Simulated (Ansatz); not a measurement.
# CW: the cost of one run

Method: unrestricted Hartree-Fock, Gaussian basis def2-TZVPP, in Ansatz 0.2.0.

## Step 1: The starting structure

Bond lengths: W1–C2 1.710 Å.

As a file:

```xyz
2

W     0.0000    0.0000    0.0000
C     0.0000    0.0000    1.7100
```

## Step 2: Relaxing the atoms: CW

File input.yaml:

```yaml
relax:
  f_tol: 0.001
  max_steps: 200
crystal:
  periodic: [false, false, false]
  atoms:
    - { symbol: W, position_ang: [0.0, 0.0, 0.0] }
    - { symbol: C, position_ang: [0.0, 0.0, 1.71] }
magnetization:
  spin_polarized: true
  initial_magnetization: 2
basis:
  gaussian: { orbitals: def2-TZVPP }
hamiltonian:
  xc: hf
output:
  orbitals: {}
```

Started as:

```console
$ ansatz run input.yaml --threads 1 --pin off --max-ram 7168MiB --backend cpu --events-out ev --progress --plain --runs-dir out
```

**Question.** How long does this run take on 1 thread of Intel Xeon at 2.30GHz, shared host, and how much memory does it need?

About 43 s, with a peak of 0.2 GiB.
